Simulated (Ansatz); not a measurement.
Runs of Ansatz 0.2.0 on MnPt2. It takes space group P-3m1 (No. 164, trigonal). Conventional cell: a = 2.858 Å, b = 2.858 Å, c = 6.533 Å, α = 90.00°, β = 90.00°, γ = 120.00°. Pt (site symmetry 3m) is surrounded by 3 Mn at 2.64 Å and 9 Pt at 2.86 to 2.91 Å. Mn (site symmetry -3m) is surrounded by 6 Pt at 2.64 Å and 6 Mn at 2.86 Å. The cell comes from a database or a generator and needn't be the stable form of this composition.

```csv
task,level,cutoff (eV),points for each segment of the path,gap on the mesh (eV),pressure (GPa),moment (μB),largest force (eV/Å)
band structure,HSE06,420,4,none,-2.1,4.89,0.22
single point,r2SCANh,500,-,none,-3.2,4.89,0.10
band structure,HSEsol,420,4,none,(c),4.89,0.21
single point,B3LYP,420,-,none,6.8,4.81,0.05
band structure,HSE03,420,4,none,-1.7,4.88,0.22
single point,PBE0,420,-,none,-1.9,4.89,0.22
single point,HF,420,-,none,16.4,4.89,0.19
single point,r2SCAN0,500,-,none,-3.7,4.89,0.17
single point,r2SCAN50,500,-,none,-4.4,4.89,(b)
single point,PBEsol0,420,-,none,(a),4.81,0.20
```

Alike in all rows: potentials or basis Ansatz PAW; spin collinear, ferromagnetic start; cell as given; k mesh 6 × 6 × 2; smearing fermi-dirac 0.05 eV; the mesh is coarse, so values aren't converged.

Problem. Fill in the values left out.

Solution. (a) -8.0; (b) 0.24; (c) -7.5.

Caveats: all runs use coarse meshes; the magnetic or orbital state may not be the lowest; the PAW data sets come from PBE, with cores solved anew for the run's functional, which leaves a small shift of forces and pressure; the thresholds are loose for stress; spin-orbit coupling is left out, which moves the levels of the heavy elements (some runs); so large a pressure means that the cell lies far from this level's equilibrium, or that cutoff or potentials fall short (some runs).

A k mesh can miss the band edges, and the runs leave out spin-orbit coupling on Pt.

A gap of «none» marks a metal or a gap under the smearing width.
